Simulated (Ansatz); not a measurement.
# Caesium, fcc under r²SCAN: structure, energy and stiffness

The plan for caesium in the fcc structure: relax it, solve it on a dense k-mesh, switch on spin-orbit coupling, then scale the cell to 7 volumes from 88 to 112 % of the relaxed one and try a fit of the equation of state. The k-meshes are 7×7×7 for the relaxation; 11×11×11 for the dense run; 7×7×7 for spin-orbit coupling; 8×8×8 for the volumes.

This is Cs in the fcc structure; at room conditions it is bcc.

Program: Ansatz 0.2.0. Level of theory: DFT r2SCAN, plane waves (500 eV) with PAW, scalar-relativistic; PAW files made under PBE, frozen cores solved again for the functional. These are calculated values, not measurements.

## 1. The system as given

It takes space group Fm-3m (No. 225, cubic). The conventional cell has a = 7.616 Å, b = 7.616 Å, c = 7.616 Å, α = 90.00°, β = 90.00°, γ = 90.00°.

As a file:

```
Cs
1.0
     0.00000    3.80811    3.80811
     3.80811    0.00000    3.80811
     3.80811    3.80811    0.00000
Cs
1
Cartesian
  0.0000 0.0000 0.0000
```

## 2. Relaxing cell and atoms

Contents of input.yaml:

```yaml
crystal:
  lattice:
    - [0.0, 3.8081113733, 3.8081113733]
    - [3.8081113733, 0.0, 3.8081113733]
    - [3.8081113733, 3.8081113733, 0.0]
  atoms:
    - { symbol: Cs, position: [0.0, 0.0, 0.0] }
hamiltonian:
  xc: r2scan
  pseudopotentials:
    kind: paw
    azcp:
      Cs: "pseudopotentials/Cs.paw.azcp"
basis:
  ecutwfc: 500
  fft_grid_basis: typed
kpoints:
  mp_grid: { grid: [7, 7, 7], shift: [0, 0, 0] }
magnetization:
  spin_polarized: false
scf:
  occupations: { method: fermi_dirac, width: 0.1 }
relax:
  max_steps: 60
  f_tol: 0.01
  cell: {}
```

The run is started by

```sh
ansatz run input.yaml --threads 1 --pin off --max-ram 3584MiB --backend cpu --events-out ev --progress --plain --runs-dir out
```

Further steps of the session: Dense single point; With spin-orbit coupling; The cell scaled to 88 % of its volume; The cell scaled to 92 % of its volume; The cell scaled to 96 % of its volume; The cell scaled to 100 % of its volume; The cell scaled to 104 % of its volume; The cell scaled to 108 % of its volume; The cell scaled to 112 % of its volume.

Q: Predict the outcome of this session. Wanted: space group; conventional cell; volume; shortest distance; gap on the mesh; relative to bcc; V₀, B₀, B₀′.

**Answer**, as computed:

| quantity | value |
| --- | --- |
| space group (spins left aside) | Fm-3m (No. 225) |
| conventional cell | a = 7.907 Å |
| volume | 123.599 Å³/atom |
| shortest distance | 5.591 Å |
| gap on the mesh | none (levels filled in part) |
| relative to bcc | +2 meV/atom |
| V₀, B₀, B₀′ | 124.877 Å³/atom, 1.8 GPa, 3.3 |

**Reading.** The relaxation enlarged the cell by 11.9 % in volume. It lies 2 meV/atom above the element's reference form at the same level (bcc, from a run of its own), within what mesh and smearing can decide. No gap shows: it is a metal or semimetal at this level. The total energy of the spin-orbit run lies +12.8 eV/atom from the scalar one, but the two kinds of run don't share a zero of energy: only differences within one kind count. B₀ comes out at 1.8 GPa, a soft solid. Relaxation kept the symmetry; phonons were not checked.
